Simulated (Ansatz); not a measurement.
# C3H7FGe: the cost of one run

Computed with Ansatz 0.2.0 through its Python package. Level of theory: MP2/cc-pVDZ.

## Step 1: Starting point

Bond lengths: C1–C2 1.337 Å, C2–Ge3 1.928 Å, C2–C4 1.501 Å, C4–F5 1.383 Å, C1–H6 1.085 Å, C1–H7 1.086 Å, Ge3–H8 1.550 Å, Ge3–H9 1.550 Å, Ge3–H10 1.550 Å, C4–H11 1.110 Å, C4–H12 1.111 Å. Angles (14 of 18 angles, heavy atoms first): C1–C2–Ge3 119.7°, C1–C2–C4 120.6°, Ge3–C2–C4 119.7°, C2–C4–F5 109.9°, C2–C1–H6 120.7°, C2–C1–H7 120.8°, C2–Ge3–H8 110.0°, C2–Ge3–H9 109.2°, C2–Ge3–H10 109.2°, C2–C4–H11 110.5°, C2–C4–H12 109.9°, F5–C4–H11 108.8°, F5–C4–H12 109.4°, H6–C1–H7 118.5°.

The script holds or builds the structure itself.

## Step 2: The script

Input file run_energy.py:

```python
# -*- coding: utf-8 -*-
"""Single point of C3H7FGe in a Gaussian basis."""

import ansatz as az
import numpy as np
import pandas as pd

BASIS_SET = "cc-pVDZ"
METHOD = "mp2"

geometry_ang = [
    ("C", (-0.5227, 1.2081, -0.9092)),
    ("C", (-0.1853, 0.1363, -0.1844)),
    ("Ge", (1.5035, 0.1049, 0.7458)),
    ("C", (-1.1016, -1.0495, -0.1004)),
    ("F", (-2.2928, -0.6818, 0.4985)),
    ("H", (0.1413, 2.0641, -0.9753)),
    ("H", (-1.4665, 1.2417, -1.4454)),
    ("H", (2.2555, 1.4424, 0.5247)),
    ("H", (2.3626, -1.0664, 0.2054)),
    ("H", (1.2483, -0.0998, 2.2607)),
    ("H", (-0.6353, -1.8592, 0.4989)),
    ("H", (-1.3069, -1.4408, -1.1193)),
]
c3h7fge = az.Crystal.molecule()
for symbol, xyz in geometry_ang:
    c3h7fge = c3h7fge.atom(symbol, xyz)

setup = (
    c3h7fge.calculation()
    .basis(gaussian=BASIS_SET)
    .correlation(METHOD)
    .accuracy("medium")
    .scf(lower_state_search="light")
    .forces()
)
trace = []
result = setup.session().plan().execute(on_event=trace.append)
summary = result.report
for event in trace:
    if event["event"] == "mean_field_evaluation" and event["data"]["evaluation"] <= 25:
        print("pass {evaluation:3d}  E = {energy_ev:.6f} eV  gradient {gradient_ev:.1e}".format(**event["data"]))

print("reference energy %16.6f eV" % summary["reference_energy_ev"])
print("total energy     %16.6f eV" % summary["free_energy_ev"])
print("occupied orbitals outside the frozen core (up, down):", summary["n_occupied"], " frozen:", summary["n_frozen"], " virtual:", summary["n_virtual"])

print("correlation energy", round(summary["free_energy_ev"] - summary["reference_energy_ev"], 5), "eV")
cluster = summary["correlation"].get("coupled_cluster")
if cluster:
    print("cycles", cluster["cycles"], " T1 diagnostic", round(cluster["t1_diagnostic"], 4), " largest double", round(cluster["largest_double"], 4))

state = summary["mean_field"]["state"]
print(f"mean field: {state['energy']['hartree']:.7f} Ha, <S^2> = {abs(state['spin_squared']):.4f}, stability: {state.get('stability', {}).get('kind')}")

symbols = [site.symbol for site in c3h7fge.cartesian_sites]
print("forces (eV/A)")
for symbol, f in zip(symbols, summary["forces_ev_ang"]):
    print(f"  {symbol:2s} {f[0]:9.4f} {f[1]:9.4f} {f[2]:9.4f}")

charges = summary["charge_distribution"]
table = pd.DataFrame({"atom": symbols, "mulliken": charges["mulliken_charges_e"], "lowdin": charges["lowdin_charges_e"]})
print(table.round(3).to_string())
print("dipole (e A):", np.round(charges["dipole_moment_e_ang"], 4) + 0.0)
```

## Step 3: Running it

The run is started by

```sh
> python run_energy.py
```

What time and memory should one allow on 1 thread of Intel Xeon 6975P-C (Granite Rapids), shared host?

About 6.5 s, with a peak of 0.42 GiB.
